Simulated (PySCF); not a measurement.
# [Au3]−: other functionals and bases at one geometry

One table from this session's results is given with a row withheld; the runs are named, their logs left out.

Computed with PySCF 2.14.0. Level: several levels, as the steps say, no spin–orbit coupling.

2 further runs of the same task are left out: 2 for a known fault of the program.

## Where the work starts

3 atoms, charge -1, spin multiplicity 3.

No contacts short enough for the rule that draws bonds.

As a file:

```
Au    1.5944    0.0000    0.0000
Au   -0.7972    1.3808    0.0000
Au   -0.7972   -1.3808    0.0000
```

An earlier session relaxed this geometry at PBE0, Au def2-SVP with ECP60 (triplet, point group D3h).

At PBE0 on the finer grid: E = -407.275343 Eh, HOMO -0.75 eV, LUMO 1.35 eV (over both spins), ⟨S²⟩ = 2.013, Mulliken charge on Au1 -0.33 e, largest force component 0.002 eV/Å. 

Levels to run: B3LYP; wB97X; r2SCAN; M06-L; PBE0, TZVP; PBE0, x2c-SVP. Hardware: 2 threads of AMD EPYC (Zen 3), shared host.

The first run:

run.py (the lines that set the calculation) reads:

```python
mol = gto.M(atom='''
Au     1.59444    -0.00002     0.00000
Au    -0.79720     1.38084     0.00000
Au    -0.79724    -1.38081     0.00000''',
    basis={'Au': 'def2-SVP'},
    ecp={'Au': 'def2-SVP'},
    charge=-1, spin=2)
mf = dft.UKS(mol, xc='B3LYP')
mf.grids.atom_grid = (75, 302)
mf = mf.density_fit()  # fitting sets: Au def2-universal-JKFIT
mf.conv_tol = 1e-08; mf.max_cycle = 55
mf.kernel(dm0)  # dm0: the density of the relaxed state
```

Launch:

```sh
OMP_NUM_THREADS=2 python run.py
```

Among the steps run: B3LYP; wB97X; r2SCAN; M06-L; PBE0, TZVP; PBE0, x2c-SVP.

One of the session's tables, all rows but one given; the rest of the session is left out.

| level | HOMO (eV) | gap (eV) | largest force component (eV/Å) |
| --- | --- | --- | --- |
| PBE0 (relaxed here) | -0.75 | 2.10 | 0.00 |
| B3LYP | -0.63 | 1.59 | 0.34 |
| wB97X | -2.22 | 5.11 | 0.30 |
| r2SCAN | -0.48 | 1.17 | 0.29 |
| M06-L | 0.08 | 0.64 | 0.22 |
| PBE0, TZVP | -0.82 | 2.10 | 0.19 |
| PBE0, x2c-SVP | ? | ? | ? |

Q: Estimate the row for PBE0, x2c-SVP from the others.

The run gave: HOMO (eV): -0.74; gap (eV): 2.12; largest force component (eV/Å): 0.21. In the column «HOMO (eV)» it lies between PBE0 (relaxed here) (-0.75) and B3LYP (-0.63).

In one basis the HOMO–LUMO gap runs from 0.64 eV (M06-L) to 5.11 eV (wB97X). The largest leftover force, 0.34 eV/Å with B3LYP, stands at a geometry relaxed at another level. Total energies of different levels can't be compared.
